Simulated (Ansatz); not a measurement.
# ScAl: properties at the relaxed cell

The task here is to estimate one member of a computed series from the others.

Computed with Ansatz 0.2.0 (DFT PBEsol, scalar-relativistic, plane waves, PAW, unless a step's input says otherwise).

## The structure to begin with

Symmetry: Cmcm, No. 63, orthorhombic system. Conventional cell: a = 3.291 Å, b = 11.017 Å, c = 4.337 Å, α = 90.00°, β = 90.00°, γ = 90.00°. Around Sc (site symmetry m2m) lie 7 Al at 2.91 to 3.04 Å and 6 Sc at 3.29 to 3.33 Å. Al (site symmetry m2m) has 2 Al at 2.66 Å and 7 Sc at 2.91 to 3.04 Å as nearest neighbours.

As a file:

```xyz
4
Lattice="1.6454 -5.5086 0.0000 1.6454 5.5086 0.0000 0.0000 0.0000 4.3368" Properties=species:S:1:pos:R:3 pbc="T T T"
Sc    1.6454   -3.7157    1.0842
Sc    1.6454    3.7157    3.2526
Al    1.6454   -0.7669    1.0842
Al    1.6454    0.7669    3.2526
```

It goes back to an entry of the Materials Project, which need not be the stable form.

This cell was relaxed beforehand with the same method: volume 19.65 Å³/atom, gap on the mesh none (metal).

Set-up of the first run:

input.yaml reads:

```yaml
crystal:
  lattice:
    - [1.6287364094, -5.4529880238, 0.0]
    - [1.6287364094, 5.4529880238, 0.0]
    - [0.0, 0.0, 4.2930023107]
  atoms:
    - { symbol: Sc, position: [0.8372590795, 0.1627409205, 0.25] }
    - { symbol: Sc, position: [0.1627409205, 0.8372590795, 0.75] }
    - { symbol: Al, position: [0.5696044068, 0.4303955932, 0.25] }
    - { symbol: Al, position: [0.4303955932, 0.5696044068, 0.75] }
basis:
  ecutwfc: 420
kpoints:
  mp_grid: { grid: [14, 14, 10] }
hamiltonian:
  xc: pbesol
scf:
  occupations: { method: gaussian, width: 0.1 }
output:
  forces: true
  stress: true
  eigenvalues: true
relax:
  adjacent_minimum: "off"
  f_tol: 0.01
  max_steps: 30
  cell: { stress_tol: 0.1, fix: [volume] }
```

Started as:

```bash
> ansatz run input.yaml --threads 1 --pin off --max-ram 2560MiB --backend cpu --events-out ev --progress --plain --runs-dir out
```

Among the steps run: Point at V/V0 = 0.97; The cell scaled to 1.03 of its volume; The cell scaled to 0.94 of its volume; Point at V/V0 = 1.06.

One table of the session follows, with a row left open; its other results are not shown here.

It belongs to the step «Fit of the equation of state». 

```
volume (Å³/atom)  energy above the lowest point (meV/atom)  pressure (GPa)
          18.474                                      18.1            5.27
          19.064                                       4.2            2.44
          19.654                                       0.0           -0.02
          20.243                                         ?               ?
          20.833                                      15.6           -4.01
```

Q: Estimate the row for volume (Å³/atom) = 20.243 from the others.

Worked estimate for «energy above the lowest point (meV/atom)». A straight line through the neighbours (19.654, 0.0) and (20.833, 15.6) gives 0.0 + (15.6 − 0.0) × (20.243 − 19.654) / (20.833 − 19.654) = 7.8; a parabola fitted to 3 rows on both sides gives 3.8.

As computed: energy above the lowest point (meV/atom): 4.2; pressure (GPa): -2.16. In «energy above the lowest point (meV/atom)» the line misses by +3.6 and the parabola by -0.4.
